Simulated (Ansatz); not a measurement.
Predict the output of the script below (the Python package of Ansatz (0.2.0)).

The script, `bn.py`:
```python
import json
import logging
import sys

import ansatz as az
from pymatgen.core import Structure
from pymatgen.symmetry.analyzer import SpacegroupAnalyzer

logging.basicConfig(stream=sys.stdout, format='%(levelname)s %(message)s')
logger = logging.getLogger('calc')
logger.setLevel(logging.INFO)


def main() -> None:
    xtal = (
        az.Lattice.of([2.49824, 0.0, 0.0], [-1.24912, 2.16354, 0.0], [0.0, 0.0, 6.6357])
        .atom('B', [1 / 3, 2 / 3, 0.25])
        .atom('B', [2 / 3, 1 / 3, 0.75])
        .atom('N', [1 / 3, 2 / 3, 0.75])
        .atom('N', [2 / 3, 1 / 3, 0.25])
    )

    base = (
        xtal.calculation()
        .kpoints(9, 9, 3)
        .occupations('Fixed')
        .functional(az.Functional.LDA)
        .pseudopotentials('all_electron', lapw=True, basis_error=0.002)
    )
    res = base.run()
    data = res.report

    logger.info('%-22s %14.5f eV' % ('F = E - TS', data['free_energy_ev']))
    logger.info('%-22s %14.5f eV' % ('E', data['internal_energy_ev']))
    logger.info('%-22s %14.5f eV' % ('Harris-Foulkes', data['harris_foulkes_ev']))
    logger.info('%-22s %14.5f eV' % ('Fermi level', data['fermi_energy_ev']))

    keep = ['free_energy_ev', 'energy_sigma0_ev', 'fermi_energy_ev', 'n_iterations', 'converged', 'magnetization_mub', 'n_kpoints']
    with open('bn.json', 'w') as handle:
        json.dump({key: data[key] for key in keep}, handle, indent=1)

    print(base.to_yaml())

    final = Structure(res.lattice.cell_ang, [s.symbol for s in res.lattice.sites], [s.position_frac for s in res.lattice.sites])
    analyser = SpacegroupAnalyzer(final, symprec=0.01)
    standard = analyser.get_conventional_standard_structure()
    print(analyser.get_crystal_system(), analyser.get_space_group_symbol(), len(standard), 'atoms in the conventional cell')
    print('a b c (A):', [round(x, 4) for x in standard.lattice.abc], ' angles:', [round(x, 2) for x in standard.lattice.angles])
    logger.info(f'mass density {float(final.density):.3f} g/cm^3')

    errors = data['lapw_basis_errors']
    logger.info(f'estimated basis error {1000 * errors["total_ev_per_atom"]:.3f} meV/atom, target {1000 * errors["basis_error_target_ev_per_atom"]:.3f}')
    for sphere in errors['spheres']:
        logger.info(f'  {sphere["species"]:2s} muffin-tin radius {sphere["muffin_tin_radius_ang"]:.3f} A, core shells {sphere["core_shells"]}')


if __name__ == '__main__':
    main()
```

```console
$ python bn.py
INFO F = E - TS                -4305.65497 eV
INFO E                         -4305.65497 eV
INFO Harris-Foulkes            -4305.65497 eV
INFO Fermi level                   4.67118 eV
crystal:
  lattice:
    - [2.49824, 0.0, 0.0]
    - [-1.24912, 2.16354, 0.0]
    - [0.0, 0.0, 6.6357]
  atoms:
    - { symbol: B, position: [0.3333333333333333, 0.6666666666666666, 0.25] }
    - { symbol: B, position: [0.6666666666666666, 0.3333333333333333, 0.75] }
    - { symbol: "N", position: [0.3333333333333333, 0.6666666666666666, 0.75] }
    - { symbol: "N", position: [0.6666666666666666, 0.3333333333333333, 0.25] }
kpoints:
  mp_grid:
    grid: [9, 9, 3]
hamiltonian:
  xc: lda
  pseudopotentials:
    kind: all_electron
    lapw:
      basis_error: 0.002
scf:
  occupations:
    method: fixed

hexagonal P6_3/mmc 4 atoms in the conventional cell
a b c (A): [2.4982, 2.4982, 6.6357]  angles: [90.0, 90.0, 120.0]
INFO mass density 2.298 g/cm^3
INFO estimated basis error 1.242 meV/atom, target 2.000
INFO   B  muffin-tin radius 0.679 A, core shells 0
INFO   N  muffin-tin radius 0.763 A, core shells 0
```

`bn.json`, as written:
```json
{
 "free_energy_ev": -4305.654965330303,
 "energy_sigma0_ev": -4305.654965330303,
 "fermi_energy_ev": 4.6711768648512635,
 "n_iterations": 7,
 "converged": true,
 "magnetization_mub": 0.0,
 "n_kpoints": 24
}
```

Reading the output:
- All-electron totals depend on functional, relativistic treatment and basis; only differences at equal settings carry meaning.
- With fixed filling the reported Fermi level is the top filled level among the k-points of the SCF.
- The zero of the levels is a convention of the potentials, so an absolute Fermi energy is no work function.
- Of the deposited cell: the entry's cell lengths or inner coordinates differ somewhat from later room-temperature determinations.
- The starting cell is as deposited in a crystallographic database; the results hold for this polymorph, which needn't be the stable one.
- Wall time of the script: 7.3 s on 1 thread of Arm Neoverse V1, with other jobs on the host, peak memory 0.4 GiB.

(Lines on the test bed's own set-up are left out of the output.)
